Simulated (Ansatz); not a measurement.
# CdTe: the cost of one run

Method: DFT PBE, scalar-relativistic, plane waves, PAW, and further levels as typed in the inputs, in Ansatz 0.2.0.

### 1 The structure to begin with

Symmetry: Imm2, No. 44, orthorhombic system. The conventional cell has a = 4.536 Å, b = 4.582 Å, c = 6.480 Å, α = 90.00°, β = 90.00°, γ = 90.00°. Cd (site symmetry mm2) is surrounded by 4 Te at 2.79 to 2.81 Å. Around Te (site symmetry mm2) lie 4 Cd at 2.79 to 2.81 Å.

Structure file:

```xyz
4
Lattice="4.5821 0.0000 0.0000 0.0000 6.4800 0.0000 0.0000 0.0000 4.5362" Properties=species:S:1:pos:R:3 pbc="T T T"
Cd    0.0000    0.0000    0.0000
Te    2.2910    1.6200    0.0000
Cd    2.2910    3.2400    2.2681
Te    0.0000    4.8600    2.2681
```

### 2 Single point: CdTe, no spin

input.yaml reads:

```yaml
crystal:
  lattice:
    - [4.5820519421, 0.0, 0.0]
    - [0.0, 6.48, 0.0]
    - [0.0, 0.0, 4.5362314227]
  atoms:
    - { symbol: Cd, position: [0.0, 0.0, 0.0] }
    - { symbol: Te, position: [0.5, 0.25, 0.0] }
    - { symbol: Cd, position: [0.5, 0.5, 0.5] }
    - { symbol: Te, position: [0.0, 0.75, 0.5] }
scf:
  occupations: { method: gaussian, width: 0.01 }
  n_extra_bands: 4
output:
  write_density: true
  write_potential: true
  elf: true
  volumetric_format: npy
kpoints:
  mp_grid: { grid: [6, 4, 6] }
hamiltonian:
  xc: pbe
```

Started as:

```sh
> ansatz run input.yaml --threads 4 --pin off --max-ram 11264MiB --backend cpu --events-out ev --progress --plain --runs-dir out
```

**Question.** How long does this run take on 4 threads of Intel Xeon Platinum 8488C (Sapphire Rapids), shared host, and how much memory does it need?

About 3.5 s, with a peak of 0.63 GiB.
